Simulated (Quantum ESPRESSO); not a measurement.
# V (I4/mmm) in Quantum ESPRESSO: notebook

One crystal, V, is run at these levels: PBE; tasks: single point.

All numbers are computed with Quantum ESPRESSO 7.5; they aren't measurements. Logs are shortened: lines on timing, memory, paths and dates and some standing lists are left out, and cuts for length are marked.

### Step 1. The structure

Symmetry: I4/mmm, No. 139, tetragonal system. Conventional cell: a = 2.997 Å, b = 2.997 Å, c = 3.027 Å, α = 90.00°, β = 90.00°, γ = 90.00°. V (site symmetry 4/mmm) has 8 V at 2.60 Å as nearest neighbours.

The cell was built by a generator and needn't be a form met in nature.

### Step 2. Single point, PBE

Contents of pw.in:

```
&CONTROL
  calculation = 'scf'
  prefix = 'pwscf'
  outdir = './tmp'
  pseudo_dir = './pseudo'
  tprnfor = .true.
  tstress = .true.
  disk_io = 'nowf'
  forc_conv_thr = 0.0001
/
&SYSTEM
  ibrav = 0
  nat = 1
  ntyp = 1
  ecutwfc = 56
  ecutrho = 450
  nbnd = 12
  occupations = 'smearing'
  smearing = 'mp'
  degauss = 0.01469973
/
&ELECTRONS
  conv_thr = 2d-10
  electron_maxstep = 120
  mixing_beta = 0.5
/
ATOMIC_SPECIES
V     50.9415 v_pbe_v1.4.uspp.F.UPF
CELL_PARAMETERS angstrom
  -1.5133890500    1.4984050000    1.4984050000
   1.5133890500   -1.4984050000    1.4984050000
   1.5133890500    1.4984050000   -1.4984050000
ATOMIC_POSITIONS crystal
V      0.0000000000    0.0000000000    0.0000000000
K_POINTS automatic
32 32 32 0 0 0
```

Potentials or basis: GBRV 1.5 PBE.

The run is started by

```sh
$ OMP_NUM_THREADS=1 mpirun -n 4 pw.x -nk 4 -in pw.in > pw.out
```

pw.out:

```text
This program is part of the open-source Quantum ESPRESSO suite
     for quantum simulation of materials; please cite
[... 6 lines left out ...]
     using ibrav=0 with symmetry is DISCOURAGED, use correct ibrav instead

     K-points division:     npool     =       4
     Subspace diagonalization in iterative solution of the eigenvalue problem:
     a serial algorithm will be used

     G-vector sticks info
     --------------------
     sticks:   dense  smooth     PW     G-vecs:    dense   smooth      PW
     Sum         813     411    161                14771     5233    1269

     Using Slab Decomposition

     bravais-lattice index     =            0
     lattice parameter (alat)  =       4.9208  a.u.
     unit-cell volume          =      91.7203 (a.u.)^3
     number of atoms/cell      =            1
     number of atomic types    =            1
     number of electrons       =        13.00
     number of Kohn-Sham states=           12
     kinetic-energy cutoff     =      56.0000  Ry
     charge density cutoff     =     450.0000  Ry
     scf convergence threshold =      2.0E-10
     mixing beta               =       0.5000
     number of iterations used =            8  plain     mixing
     Exchange-correlation=  SLA  PW   PBX  PBC
                           (   1   4   3   4   0   0   0)

     celldm(1)=   4.920834  celldm(2)=   0.000000  celldm(3)=   0.000000
     celldm(4)=   0.000000  celldm(5)=   0.000000  celldm(6)=   0.000000

     crystal axes: (cart. coord. in units of alat)
               a(1) = (  -0.581180   0.575426   0.575426 )
               a(2) = (   0.581180  -0.575426   0.575426 )
               a(3) = (   0.581180   0.575426  -0.575426 )

     reciprocal axes: (cart. coord. in units 2 pi/alat)
               b(1) = ( -0.000000  0.868922  0.868922 )
               b(2) = (  0.860319 -0.000000  0.868922 )
               b(3) = (  0.860319  0.868922  0.000000 )

     PseudoPot. # 1 for V  read from file:
     v_pbe_v1.4.uspp.F.UPF
     Pseudo is Ultrasoft + core correction, Zval = 13.0
     Generated by new atomic code, or converted to UPF format
     Using radial grid of  853 points,  6 beta functions with:
                l(1) =   0
                l(2) =   0
                l(3) =   1
                l(4) =   1
                l(5) =   2
                l(6) =   2
     Q(r) pseudized with  8 coefficients,  rinner =    1.100   1.100   1.100
                                                       1.100   1.100

     atomic species   valence    mass     pseudopotential
     V                13.00    50.94150     V ( 1.00)

     16 Sym. Ops., with inversion, found

   Cartesian axes

     site n.     atom                  positions (alat units)
         1        V      tau(   1) = (   0.0000000   0.0000000   0.0000000  )

     number of k points=  2393  Methfessel-Paxton smearing, width (Ry)=  0.0147

     Number of k-points >= 100: set verbosity='high' to print them.

     Dense  grid:    14771 G-vectors     FFT dimensions: (  36,  36,  36)

     Smooth grid:     5233 G-vectors     FFT dimensions: (  24,  24,  24)

     Check: negative core charge=   -0.000009

     Initial potential from superposition of free atoms

     starting charge      12.9988, renormalised to      13.0000

     negative rho (up, down):  4.270E-04 0.000E+00
     Starting wfcs are   10 randomized atomic wfcs +    2 random wfcs

     Self-consistent Calculation

     iteration #  1     ecut=    56.00 Ry     beta= 0.50
     Davidson diagonalization with overlap
     ethr =  1.00E-02,  avg # of iterations =  3.3

     Threshold (ethr) on eigenvalues was too large:
     Diagonalizing with lowered threshold

     Davidson diagonalization with overlap
     ethr =  5.72E-04,  avg # of iterations =  1.0

     negative rho (up, down):  5.166E-04 0.000E+00

     total energy              =    -145.04945936 Ry
     estimated scf accuracy    <       0.07660434 Ry

     iteration #  2     ecut=    56.00 Ry     beta= 0.50
     Davidson diagonalization with overlap
     ethr =  5.89E-04,  avg # of iterations =  2.0

     negative rho (up, down):  5.049E-04 0.000E+00

     total energy              =    -145.07176727 Ry
     estimated scf accuracy    <       0.01488896 Ry

     iteration #  3     ecut=    56.00 Ry     beta= 0.50
     Davidson diagonalization with overlap
     ethr =  1.15E-04,  avg # of iterations =  1.9

     negative rho (up, down):  5.196E-04 0.000E+00

     total energy              =    -145.07464231 Ry
     estimated scf accuracy    <       0.00022813 Ry

     iteration #  4     ecut=    56.00 Ry     beta= 0.50
     Davidson diagonalization with overlap
     ethr =  1.75E-06,  avg # of iterations =  2.6

     negative rho (up, down):  5.204E-04 0.000E+00

     total energy              =    -145.07465508 Ry
     estimated scf accuracy    <       0.00000241 Ry

     iteration #  5     ecut=    56.00 Ry     beta= 0.50
     Davidson diagonalization with overlap
     ethr =  1.85E-08,  avg # of iterations =  1.9

     negative rho (up, down):  5.212E-04 0.000E+00

     total energy              =    -145.07465525 Ry
     estimated scf accuracy    <       0.00000041 Ry

     iteration #  6     ecut=    56.00 Ry     beta= 0.50
     Davidson diagonalization with overlap
     ethr =  3.16E-09,  avg # of iterations =  2.0

     negative rho (up, down):  5.212E-04 0.000E+00

     total energy              =    -145.07465529 Ry
     estimated scf accuracy    <          5.0E-09 Ry

     iteration #  7     ecut=    56.00 Ry     beta= 0.50
     Davidson diagonalization with overlap
     ethr =  3.88E-11,  avg # of iterations =  2.0

     negative rho (up, down):  5.212E-04 0.000E+00

     total energy              =    -145.07465529 Ry
     estimated scf accuracy    <          9.3E-10 Ry

     iteration #  8     ecut=    56.00 Ry     beta= 0.50
     Davidson diagonalization with overlap
     ethr =  7.18E-12,  avg # of iterations =  1.9

     negative rho (up, down):  5.212E-04 0.000E+00

     End of self-consistent calculation

     Number of k-points >= 100: set verbosity='high' to print the bands.

     the Fermi energy is    16.4188 ev

!    total energy              =    -145.07465529 Ry
     estimated scf accuracy    <          2.8E-11 Ry
     smearing contrib. (-TS)   =      -0.00003744 Ry
     internal energy E=F+TS    =    -145.07461785 Ry

     The total energy is F=E-TS. E is the sum of the following terms:
     one-electron contribution =     -46.57814884 Ry
     hartree contribution      =      29.38004767 Ry
     xc contribution           =     -19.63413410 Ry
     ewald contribution        =    -108.24238258 Ry

     convergence has been achieved in   8 iterations

     negative rho (up, down):  5.212E-04 0.000E+00

     Forces acting on atoms (cartesian axes, Ry/au):

     atom    1 type  1   force =     0.00000000    0.00000000    0.00000000

     Total force =     0.000000     Total SCF correction =     0.000000

     Computing stress (Cartesian axis) and pressure

     negative rho (up, down):  5.212E-04 0.000E+00
          total   stress  (Ry/bohr**3)                   (kbar)     P=      -20.02
  -0.00019285  -0.00000000  -0.00000000          -28.37       -0.00       -0.00
  -0.00000000  -0.00010767  -0.00000000           -0.00      -15.84       -0.00
  -0.00000000  -0.00000000  -0.00010767           -0.00       -0.00      -15.84

=------------------------------------------------------------------------------=
   JOB DONE.
=------------------------------------------------------------------------------=
```

Run time: 68 s. Hardware: 4 MPI ranks of Intel Xeon Platinum 8375C at 2.90GHz (Ice Lake), shared host; peak memory 0.52 GiB.

What came out:

* Free energy: -1973.8412 eV
* Pressure: -2.0 GPa
* Band gap on the k mesh: none (metal or under the smearing width)

Levels at points of the mesh, in eV from the Fermi level:
```
              k point  band 3  band 4  band 5  band 6  band 7  band 8  band 9  band 10  band 11  band 12
   (0.00, 0.00, 0.00)  -37.04  -37.04   -6.58    0.39    0.39    0.47    2.35     2.44    20.35    20.56
  (0.00, 0.00, -0.50)  -37.31  -37.04   -3.14   -1.08    1.57    2.36    2.75     4.07    10.02    15.89
 (0.00, -0.50, -0.50)  -37.32  -37.05   -3.15   -1.17    1.66    2.46    2.78     4.08    10.11    15.77
(-0.50, -0.50, -0.50)  -37.63  -37.63   -2.97   -2.94    3.67    3.69    3.69     9.90    10.23    10.23
```

### Step 3. Single point, PBE

This run uses another cell than the first one, of 13.32 Å³/atom, 0.980 times its volume.

pw.in: that of step 2 with these lines changed.

```diff
@@ -29,5 +29,5 @@
 CELL_PARAMETERS angstrom
-  -1.5133890500    1.4984050000    1.4984050000
-   1.5133890500   -1.4984050000    1.4984050000
-   1.5133890500    1.4984050000   -1.4984050000
+  -1.4834209500    1.4984050000    1.4984050000
+   1.4834209500   -1.4984050000    1.4984050000
+   1.4834209500    1.4984050000   -1.4984050000
 ATOMIC_POSITIONS crystal
```

Potentials or basis: GBRV 1.5 PBE.

The run is started by

```sh
$ OMP_NUM_THREADS=1 mpirun -n 4 pw.x -nk 4 -in pw.in > pw.out
```

Wall time 71 s (4 MPI ranks of Intel Xeon Platinum 8375C at 2.90GHz (Ice Lake), shared host); peak memory 0.52 GiB.

It converged, with:

| Property | Result |
| --- | --- |
| Free energy | -1973.8416 eV |
| Pressure | 1.6 GPa |
| Band gap on the k mesh | none (metal or under the smearing width) |

Stress tensor (GPa, compression positive):
```
2.52 0.00 0.00
0.00 1.19 0.00
0.00 0.00 1.19
```

Levels at points of the mesh, in eV from the Fermi level:
```tsv
k point	band 3	band 4	band 5	band 6	band 7	band 8	band 9	band 10	band 11	band 12
(0.00, 0.00, 0.00)	-36.98	-36.98	-6.62	0.36	0.45	0.45	2.41	2.50	20.58	20.58
(0.00, 0.00, -0.50)	-37.27	-36.99	-3.22	-1.18	1.70	2.48	2.84	4.19	10.33	15.96
(0.00, -0.50, -0.50)	-37.27	-36.98	-3.21	-1.08	1.62	2.40	2.79	4.17	10.24	16.08
(-0.50, -0.50, -0.50)	-37.62	-37.61	-3.06	-3.03	3.78	3.78	3.80	10.20	10.20	10.53
```

### Step 4. Single point, PBE

pw.in: that of step 3 with these lines changed.

```diff
@@ -29,5 +29,5 @@
 CELL_PARAMETERS angstrom
-  -1.4834209500    1.4984050000    1.4984050000
-   1.4834209500   -1.4984050000    1.4984050000
-   1.4834209500    1.4984050000   -1.4984050000
+  -1.4984050000    1.5133890500    1.4984050000
+   1.4984050000   -1.5133890500    1.4984050000
+   1.4984050000    1.5133890500   -1.4984050000
 ATOMIC_POSITIONS crystal
```

Potentials or basis: GBRV 1.5 PBE.

The run is started by

```sh
$ OMP_NUM_THREADS=1 mpirun -n 4 pw.x -nk 4 -in pw.in > pw.out
```

pw.out:

```text
This program is part of the open-source Quantum ESPRESSO suite
     for quantum simulation of materials; please cite
[... 6 lines left out ...]
     using ibrav=0 with symmetry is DISCOURAGED, use correct ibrav instead

     K-points division:     npool     =       4
     Subspace diagonalization in iterative solution of the eigenvalue problem:
     a serial algorithm will be used

     G-vector sticks info
     --------------------
     sticks:   dense  smooth     PW     G-vecs:    dense   smooth      PW
     Sum         813     411    161                14771     5233    1269

     Using Slab Decomposition

     bravais-lattice index     =            0
     lattice parameter (alat)  =       4.9208  a.u.
     unit-cell volume          =      91.7203 (a.u.)^3
     number of atoms/cell      =            1
     number of atomic types    =            1
     number of electrons       =        13.00
     number of Kohn-Sham states=           12
     kinetic-energy cutoff     =      56.0000  Ry
     charge density cutoff     =     450.0000  Ry
     scf convergence threshold =      2.0E-10
     mixing beta               =       0.5000
     number of iterations used =            8  plain     mixing
     Exchange-correlation=  SLA  PW   PBX  PBC
                           (   1   4   3   4   0   0   0)

     celldm(1)=   4.920834  celldm(2)=   0.000000  celldm(3)=   0.000000
     celldm(4)=   0.000000  celldm(5)=   0.000000  celldm(6)=   0.000000

     crystal axes: (cart. coord. in units of alat)
               a(1) = (  -0.575426   0.581180   0.575426 )
[... 30 lines left out ...]
         1        V      tau(   1) = (   0.0000000   0.0000000   0.0000000  )

     number of k points=  2393  Methfessel-Paxton smearing, width (Ry)=  0.0147

     Number of k-points >= 100: set verbosity='high' to print them.

     Dense  grid:    14771 G-vectors     FFT dimensions: (  36,  36,  36)

     Smooth grid:     5233 G-vectors     FFT dimensions: (  24,  24,  24)

     Check: negative core charge=   -0.000009

     Initial potential from superposition of free atoms

     starting charge      12.9988, renormalised to      13.0000

     negative rho (up, down):  4.270E-04 0.000E+00
     Starting wfcs are   10 randomized atomic wfcs +    2 random wfcs

     Self-consistent Calculation

     iteration #  1     ecut=    56.00 Ry     beta= 0.50
     Davidson diagonalization with overlap
     ethr =  1.00E-02,  avg # of iterations =  3.3

     Threshold (ethr) on eigenvalues was too large:
     Diagonalizing with lowered threshold

     Davidson diagonalization with overlap
     ethr =  5.72E-04,  avg # of iterations =  1.1

     negative rho (up, down):  5.166E-04 0.000E+00
[... 58 lines left out ...]
     iteration #  8     ecut=    56.00 Ry     beta= 0.50
     Davidson diagonalization with overlap
     ethr =  6.78E-12,  avg # of iterations =  1.9

     negative rho (up, down):  5.212E-04 0.000E+00

     End of self-consistent calculation

     Number of k-points >= 100: set verbosity='high' to print the bands.

     the Fermi energy is    16.4188 ev

!    total energy              =    -145.07465529 Ry
     estimated scf accuracy    <          3.0E-11 Ry
     smearing contrib. (-TS)   =      -0.00003744 Ry
     internal energy E=F+TS    =    -145.07461785 Ry

     The total energy is F=E-TS. E is the sum of the following terms:
     one-electron contribution =     -46.57815011 Ry
     hartree contribution      =      29.38004920 Ry
     xc contribution           =     -19.63413437 Ry
     ewald contribution        =    -108.24238258 Ry

     convergence has been achieved in   8 iterations

     negative rho (up, down):  5.212E-04 0.000E+00

     Forces acting on atoms (cartesian axes, Ry/au):

     atom    1 type  1   force =     0.00000000    0.00000000    0.00000000

     Total force =     0.000000     Total SCF correction =     0.000000

     Computing stress (Cartesian axis) and pressure

     negative rho (up, down):  5.212E-04 0.000E+00
          total   stress  (Ry/bohr**3)                   (kbar)     P=      -20.01
  -0.00010765   0.00000000   0.00000000          -15.84        0.00        0.00
  -0.00000000  -0.00019283  -0.00000000           -0.00      -28.37       -0.00
   0.00000000   0.00000000  -0.00010765            0.00        0.00      -15.84

=------------------------------------------------------------------------------=
   JOB DONE.
=------------------------------------------------------------------------------=
```

Run time: 70 s. Hardware: 4 MPI ranks of Intel Xeon Platinum 8375C at 2.90GHz (Ice Lake), shared host; peak memory 0.52 GiB.

What came out:

```yaml
Free_energy: -1973.8412 eV
Pressure: -2.0 GPa
Band_gap_on_the_k_mesh: none (metal or under the smearing width)
```

### Step 5. Single point, PBE

This run uses another cell than the first one, of 13.32 Å³/atom, 0.980 times its volume.

pw.in: that of step 4 with these lines changed.

```diff
@@ -29,5 +29,5 @@
 CELL_PARAMETERS angstrom
-  -1.4984050000    1.5133890500    1.4984050000
-   1.4984050000   -1.5133890500    1.4984050000
-   1.4984050000    1.5133890500   -1.4984050000
+  -1.4984050000    1.4834209500    1.4984050000
+   1.4984050000   -1.4834209500    1.4984050000
+   1.4984050000    1.4834209500   -1.4984050000
 ATOMIC_POSITIONS crystal
```

The run is started by

```sh
$ OMP_NUM_THREADS=1 mpirun -n 4 pw.x -nk 4 -in pw.in > pw.out
```

Run time: 67 s. Hardware: 4 MPI ranks of Intel Xeon Platinum 8375C at 2.90GHz (Ice Lake), shared host; peak memory 0.52 GiB.

It converged, with:

```
Free energy            : -1973.8416 eV
Pressure               : 1.6 GPa
Band gap on the k mesh : none (metal or under the smearing width)
```

Stress tensor (GPa, compression positive):
```
1.19 0.00 0.00
0.00 2.52 0.00
0.00 0.00 1.19
```

Levels at points of the mesh, in eV from the Fermi level:
```tsv
k point	band 4	band 5	band 6	band 7	band 8	band 9	band 10	band 11
(0.00, 0.00, 0.00)	-36.98	-6.62	0.36	0.45	0.45	2.41	2.50	20.58
(0.00, 0.00, -0.50)	-36.99	-3.22	-1.18	1.70	2.48	2.84	4.19	10.33
(0.00, -0.50, 0.00)	-36.98	-3.21	-1.08	1.62	2.40	2.79	4.17	10.24
(-0.50, -0.50, -0.50)	-37.61	-3.06	-3.03	3.78	3.78	3.80	10.20	10.20
```
